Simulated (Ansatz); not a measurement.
Runs of Ansatz 0.2.0 on TaTe. Symmetry: Pm-3m, No. 221, cubic system. The conventional cell has a = 3.420 Å, b = 3.420 Å, c = 3.420 Å, α = 90.00°, β = 90.00°, γ = 90.00°. Ta (site symmetry m-3m) is surrounded by 8 Te at 2.96 Å. Te (site symmetry m-3m) has 8 Ta at 2.96 Å as nearest neighbours. The cell was built by a generator and needn't be a form met in nature.

```csv
task,spin,cell,target pressure (GPa),points for each segment of the path,gap on the mesh (eV),pressure (GPa)
relaxation of cell and atoms,off,relaxed to 10 GPa,10,-,none,10.0
band structure,"SOC, no magnetisation",as given,-,14,none,(a)
relaxation of cell and atoms,off,relaxed to 5 GPa,5,-,none,5.0
relaxation of cell and atoms,off,relaxed to 2 GPa,2,-,none,2.0
relaxation of cell and atoms,off,relaxed to 20 GPa,20,-,none,20.0
relaxation of cell and atoms,off,relaxed to 30 GPa,30,-,none,30.0
relaxation of cell and atoms,off,relaxed,0,-,none,0.0
band structure,off,as given,-,14,none,0.1
```

Alike in all rows: level PBE; potentials or basis Ansatz PAW; k mesh 8 × 8 × 8; cutoff (eV) 420; smearing fermi-dirac 0.05 eV.

Question: Fill in the values left out.

Answer: (a) 0.2.

Caveats: the plane-wave basis is chosen anew once the cell has moved, so the energies of steps on either side of that aren't comparable (some runs); spin-orbit coupling is left out, which moves the levels of the heavy elements (some runs).

A k mesh can miss the band edges, and rows without SOC leave out spin-orbit coupling on Ta, Te.

A gap of «none» marks a metal or a gap under the smearing width.
